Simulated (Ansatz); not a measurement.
# Ga4As3N: the cost of one run

Code: Ansatz 0.2.0. PAW datasets, plane waves, zero pressure. All values are calculated for a non-magnetic cell, which may be hypothetical.

### Step 1. Starting point

This is the cell as the run starts from it, not yet at rest; its lengths are not the crystal's.

It is trigonal, R3m (No. 160); conventional cell a = 3.654 Å, c = 35.798 Å, 17.24 Å³ an atom. Around N lie 4 Ga at 2.24 Å; around As lie 4 Ga at 2.24 Å; around Ga lie 3 N at 2.24 Å and 1 As at 2.24 Å.

Structure file:

```
CELL_PARAMETERS angstrom
1.82679 1.05470 11.93253
-1.82679 1.05470 11.93253
0.00000 -2.10939 11.93253
ATOMIC_POSITIONS crystal
N 0.00000 0.00000 0.00000
As 0.75000 0.75000 0.75000
As 0.50000 0.50000 0.50000
As 0.25000 0.25000 0.25000
Ga 0.68750 0.68750 0.68750
Ga 0.43750 0.43750 0.43750
Ga 0.18750 0.18750 0.18750
Ga 0.93750 0.93750 0.93750
```

### Step 2. PBE: cell and atoms

input.yaml reads:

```yaml
crystal:
  lattice:
    - [1.8267886253, 1.0546969046, 11.9325333333]
    - [-1.8267886253, 1.0546969046, 11.9325333333]
    - [0.0, -2.1093938092, 11.9325333333]
  atoms:
    - { symbol: "N", position: [0.0, 0.0, 0.0] }
    - { symbol: As, position: [0.75, 0.75, 0.75] }
    - { symbol: As, position: [0.5, 0.5, 0.5] }
    - { symbol: As, position: [0.25, 0.25, 0.25] }
    - { symbol: Ga, position: [0.6875, 0.6875, 0.6875] }
    - { symbol: Ga, position: [0.4375, 0.4375, 0.4375] }
    - { symbol: Ga, position: [0.1875, 0.1875, 0.1875] }
    - { symbol: Ga, position: [0.9375, 0.9375, 0.9375] }
kpoints:
  mp_grid: { grid: [8, 8, 8] }
hamiltonian:
  xc: pbe
scf:
  occupations: { method: fermi_dirac, width: 0.02 }
relax:
  f_tol: 0.005
  cell: {}
```

Started as:

```bash
$ ansatz run input.yaml --threads 4 --pin off --max-ram 6451MiB --backend cpu --events-out ev --progress --plain --runs-dir out
```

What time and memory should one allow on 4 threads of Intel Xeon Platinum 8488C (Sapphire Rapids), shared host?

About 90 s, with a peak of 0.9 GiB.
